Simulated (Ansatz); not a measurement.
**Si₄GeCl₁₂: relaxing the structure**

Aim: relax Si₄GeCl₁₂ from a cheap starting geometry.

Method: RKS PBE0-D4/def2-TZVP; program: Ansatz 0.2.0, Gaussian basis.

Levels to be run: relaxation at PBE0-D4/def2-TZVP.

1 further run of the same task is left out (set aside as unsound or not needed).

**1. The starting structure**

17 atoms, charge 0, spin multiplicity 1.

Atoms are counted from 1 here; the program's logs count them from 0.

Bond lengths: Cl1–Si2 2.010 Å, Si2–Cl3 2.010 Å, Si2–Cl4 2.010 Å, Si2–Ge5 2.369 Å, Ge5–Si6 2.368 Å, Ge5–Si10 2.367 Å, Ge5–Si14 2.369 Å, Si6–Cl7 2.010 Å, Si6–Cl8 2.010 Å, Si6–Cl9 2.010 Å, Si10–Cl11 2.010 Å, Si10–Cl12 2.010 Å, Si10–Cl13 2.010 Å, Si14–Cl15 2.010 Å, Si14–Cl16 2.010 Å, Si14–Cl17 2.010 Å. Angles: Cl1–Si2–Cl3 110.1°, Cl1–Si2–Cl4 110.1°, Cl1–Si2–Ge5 108.8°, Cl3–Si2–Cl4 110.1°, Cl3–Si2–Ge5 108.9°, Cl4–Si2–Ge5 108.8°, Si2–Ge5–Si6 109.4°, Si2–Ge5–Si10 109.5°, Si2–Ge5–Si14 109.5°, Si6–Ge5–Si10 109.6°, Si6–Ge5–Si14 109.4°, Si10–Ge5–Si14 109.4°, Ge5–Si6–Cl7 108.9°, Ge5–Si6–Cl8 108.9°, Ge5–Si6–Cl9 108.9°, Cl7–Si6–Cl8 110.0°, Cl7–Si6–Cl9 110.0°, Cl8–Si6–Cl9 110.1° and more.

The start is a GFN2-xTB geometry.

**2. Geometry optimisation, PBE0-D4/def2-TZVP**

Input file in.yaml:

```yaml
crystal:
  periodic: [false, false, false]
  atoms:
    - {symbol: Cl, position_ang: [-1.940310, 0.238530, 2.985920]}
    - {symbol: Si, position_ang: [-0.239770, 0.929700, 2.166780]}
    - {symbol: Cl, position_ang: [-0.313240, 2.931830, 2.010500]}
    - {symbol: Cl, position_ang: [1.339370, 0.383070, 3.284540]}
    - {symbol: Ge, position_ang: [-0.001430, 0.000280, 0.000380]}
    - {symbol: Si, position_ang: [-0.637880, -2.280210, 0.047260]}
    - {symbol: Cl, position_ang: [-2.644280, -2.395610, 0.044790]}
    - {symbol: Cl, position_ang: [0.098090, -3.127910, 1.714310]}
    - {symbol: Cl, position_ang: [0.105470, -3.197410, -1.579590]}
    - {symbol: Si, position_ang: [-1.380940, 1.178010, -1.521020]}
    - {symbol: Cl, position_ang: [-3.154330, 1.538140, -0.647120]}
    - {symbol: Cl, position_ang: [-1.641430, 0.056540, -3.168690]}
    - {symbol: Cl, position_ang: [-0.483170, 2.911120, -2.001480]}
    - {symbol: Si, position_ang: [2.257470, 0.172830, -0.691060]}
    - {symbol: Cl, position_ang: [2.969540, 1.971360, -0.146220]}
    - {symbol: Cl, position_ang: [2.342550, -0.025380, -2.689490]}
    - {symbol: Cl, position_ang: [3.324290, -1.284880, 0.190200]}
basis:
  gaussian: {orbitals: def2-TZVP}
hamiltonian: {xc: pbe0, dispersion: d4}
relax: {f_tol: 0.005, max_steps: 150}
```

The run is started by

```bash
> ansatz run in.yaml --threads 11 --pin off --events-out ev --progress --plain --max-ram 174080MiB --backend cuda --devices 0, --max-vram 75GiB
```

**Question.** What will the summary of the whole plan be? Wanted: point group; shift from the start; total energy; dispersion term; dipole moment.

As calculated:

| quantity | value |
| --- | --- |
| point group | T |
| steps | 4 |
| shift from the start (rms) | 0.035 Å |
| total energy | -238257.7541 eV |
| dispersion term | -1587 meV |
| dipole moment | 0.00 D |

**Reading.** The atoms moved 0.04 Å (rms) from the start; the bond that changed most is Si10–Cl11, from 2.010 to 2.034 Å. No vibrations were run, so it is not proven to be a minimum. The largest Mulliken charge, +0.54 e, sits on Si2.
